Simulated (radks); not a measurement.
**Cu⁴⁺ in [Ar] 3d7: an all-electron calculation**

The task here is to estimate one member of a computed series from the others.

Method: non-relativistic Kohn-Sham, PW91, spin-polarised, spherical densities, point nucleus; open shells are filled with parallel spins first. Code: radks (a radial shooting solver on a logarithmic mesh, Libxc functionals) version 1.

**Starting point**

* element: copper (Z = 29)
* charge: +4
* electrons: 25
* configuration: [Ar] 3d7

The outer shells:

Cu⁴⁺
```
[Ar] core
3d [↑↓][↑↓][↑ ][↑ ][↑ ]
```

The first run:

Input:

```text
Z 29
configuration [Ar] 3d7 4s0 4p0 4d0 4f0
relativity non-relativistic
functional pw91,pw91
spin polarised
nucleus point
```

Among the steps run: Self-consistent calculation.

One table of the session follows, with a row left open; its other results are not shown here.

It belongs to the step «Orbitals and density». Sizes of the orbitals, from the radial functions (bohr):

| level | <r> | outermost maximum (interpolated) | 90 % within | nodes |
| --- | --- | --- | --- | --- |
| 1s up | 0.05291 | 0.0349 | 0.0942 | 0 |
| 1s down | 0.05291 | 0.0349 | 0.0942 | 0 |
| 2s up | 0.2388 | 0.200 | 0.369 | 1 |
| 2s down | 0.2385 | 0.200 | 0.369 | 1 |
| 2p up | 0.2079 | 0.160 | 0.340 | 0 |
| 2p down | 0.2076 | 0.159 | 0.339 | 0 |
| 3s up | 0.7075 | 0.617 | 1.06 | 2 |
| 3s down | ? | ? | ? | ? |
| 3p up | 0.7280 | 0.616 | 1.11 | 1 |
| 3p down | 0.7317 | 0.617 | 1.12 | 1 |
| 3d up | 0.7961 | 0.573 | 1.32 | 0 |
| 3d down | 0.8109 | 0.578 | 1.35 | 0 |
| 4s up | 1.917 | 1.73 | 2.76 | 3 |
| 4s down | 1.939 | 1.76 | 2.79 | 3 |
| 4p up | 2.130 | 1.93 | 3.08 | 2 |
| 4p down | 2.155 | 1.96 | 3.11 | 2 |

Estimate the missing values for 3s down.

As computed: <r>: 0.7098; outermost maximum (interpolated): 0.618; 90 % within: 1.06; nodes: 2. In the column «<r>» it lies between 3s up (0.7075) and 3p up (0.7280).

To keep in mind: Open shells are spherical and high-spin; term and fine-structure splittings are not resolved.
